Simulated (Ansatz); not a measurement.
# CH7BSn: the cost of one run

Program: Ansatz 0.2.0. Level of theory: RHF/def2-SVP. These are calculated values, not measurements.

### 1 Starting point

Bond lengths: C1–B2 1.522 Å, B2–Sn3 2.190 Å, C1–H4 1.072 Å, C1–H5 1.145 Å, C1–H6 1.123 Å, B2–H7 1.175 Å, Sn3–H8 1.817 Å, Sn3–H9 1.798 Å, Sn3–H10 1.756 Å. Angles (14 of 15 angles, heavy atoms first): C1–B2–Sn3 119.4°, C1–B2–H7 121.6°, Sn3–B2–H7 118.9°, B2–C1–H4 111.1°, B2–C1–H5 111.7°, B2–C1–H6 114.7°, B2–Sn3–H8 109.8°, B2–Sn3–H9 111.0°, B2–Sn3–H10 111.3°, H4–C1–H5 104.6°, H4–C1–H6 107.1°, H5–C1–H6 107.1°, H8–Sn3–H9 107.5°, H8–Sn3–H10 109.0°.

As a file:

```xyz
10

C    -1.0861    0.9369   -0.6813
B    -0.2025   -0.3004   -0.7542
Sn    1.0896   -0.8011    0.9422
H    -2.1197    0.6795   -0.7995
H    -0.8692    1.6631   -1.5398
H    -0.9988    1.5209    0.2745
H    -0.1772   -0.9842   -1.7088
H     2.8280   -0.7877    0.4151
H     0.9168    0.4076    2.2620
H     0.7022   -2.3857    1.5927
```

### 2 End point A

input.yaml reads:

```yaml
crystal:
  periodic: [false, false, false]
  atoms:
    - { symbol: C, position_ang: [-1.0861, 0.9369, -0.6813] }
    - { symbol: B, position_ang: [-0.2025, -0.3004, -0.7542] }
    - { symbol: Sn, position_ang: [1.0896, -0.8011, 0.9422] }
    - { symbol: H, position_ang: [-2.1197, 0.6795, -0.7995] }
    - { symbol: H, position_ang: [-0.8692, 1.6631, -1.5398] }
    - { symbol: H, position_ang: [-0.9988, 1.5209, 0.2745] }
    - { symbol: H, position_ang: [-0.1772, -0.9842, -1.7088] }
    - { symbol: H, position_ang: [2.828, -0.7877, 0.4151] }
    - { symbol: H, position_ang: [0.9168, 0.4076, 2.262] }
    - { symbol: H, position_ang: [0.7022, -2.3857, 1.5927] }
basis:
  gaussian: { orbitals: def2-SVP }
hamiltonian:
  xc: hf
relax:
  f_tol: 0.015
  max_steps: 40
output:
  orbitals: {}
```

Launch:

```
$ ansatz run input.yaml --threads 1 --pin off --max-ram 2048MiB --backend cpu --events-out ev --progress --plain --runs-dir out
```

What time and memory should one allow on 1 thread of Arm Neoverse V2, shared host?

About 17 s, with a peak of 0.16 GiB.
